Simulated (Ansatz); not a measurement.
# ClHf: the cost of one run

Program: Ansatz 0.2.0, Gaussian basis. Level of theory: def2-QZVPP, core rule «outside noble gas», up to 9 orbitals frozen. These are calculated values, not measurements.

The runs, in order: UHF; ROHF; CCSD(T) on UHF.

## Step 1: What is computed

The geometry is a PBE0/def2-TZVP stationary point (not a proven minimum) of the parent state, kept for this charge and spin. No spin-orbit coupling is included. Elements past krypton take def2 core potentials.

2 atoms, charge 0, spin multiplicity 8.

Atoms are counted from 1 here; the program's logs count them from 0.

Bond lengths: Hf1–Cl2 3.106 Å.

## Step 2: UHF

File in.yaml:

```yaml
crystal:
  periodic: [false, false, false]
  atoms:
    - {symbol: Hf, position_ang: [0.000000, 0.000000, 0.000000]}
    - {symbol: Cl, position_ang: [0.000000, 0.000000, 3.105600]}
basis:
  gaussian: {orbitals: "def2-QZVPP.json"}
magnetization: {spin_polarized: true, initial_magnetization: 7}
hamiltonian: {xc: hf}
output: {orbitals: {seedname: orbitals}}
```

The run is started by

```bash
ansatz run in.yaml --threads 1 --pin off --events-out ev --progress --plain --max-ram 4096MiB --backend cpu
```

What time and memory should one allow on 1 thread of AMD EPYC 7R13, shared host?

About 74 s, with a peak of 0.42 GiB.
